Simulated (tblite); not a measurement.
# C8H11NSi: the cost of one run

Computed with tblite 0.8.0 and PySCF 2.14.0, with density-fitted response routines of our own, on a single molecule in the gas phase. Atoms count from 0, in the outputs and in this text.

## 1. The starting structure

21 atoms, charge 0, multiplicity 1; geometry from: force field or distance geometry start.

Bonds of the start (Å): N0–C1 1.17, C1–C2 1.43, C2–C3 1.44, C3–C4 1.31, C4–C5 1.46, C5–C6 1.52, C6–C7 1.48, C2–C8 1.33, C8–Si9 1.83, C7–C5 1.53, C3–H10 1.12, C4–H11 1.11, C5–H12 1.13, C6–H13 1.13, C6–H14 1.11, C7–H15 1.12, C7–H16 1.09, C8–H17 1.09, Si9–H18 1.45, Si9–H19 1.48, Si9–H20 1.48.

## 2. Geometry optimisation with GFN2-xTB

Job settings and geometry (Å):

```
{"job": {"kind": "relax", "xc": "GFN2-xTB", "basis": "xTB"}, "charge": 0, "multiplicity": 1}
N      1.093900     1.838200     1.044800
C      1.025000     0.812600     0.489500
C      0.994900    -0.461200    -0.156800
C     -0.116500    -1.371100    -0.230100
C     -1.323300    -1.231500     0.251900
C     -1.876200    -0.066800     0.946600
C     -1.940300     1.303600     0.302400
C     -3.133200     0.438300     0.225100
C      2.124700    -0.841400    -0.737200
Si     3.623800     0.211500    -0.674000
H      0.068000    -2.353700    -0.732700
H     -2.030600    -2.077300     0.099800
H     -2.084300    -0.126700     2.058900
H     -2.013900     2.124200     1.070600
H     -1.424000     1.533600    -0.648000
H     -3.368000    -0.033100    -0.761600
H     -4.027600     0.585500     0.826000
H      2.220000    -1.787800    -1.275300
H      4.475200    -0.013500     0.479700
H      4.417200    -0.122200    -1.872300
H      3.286300     1.655700    -0.707900
```

Launch:

```sh
> OMP_NUM_THREADS=1 python probes_run.py task.json out
```

The driver reads the jobs from task.json and runs them one after another.

Q: Estimate the wall time of this first job on 1 thread of Arm Neoverse V2, shared host.

About 1.7 s.
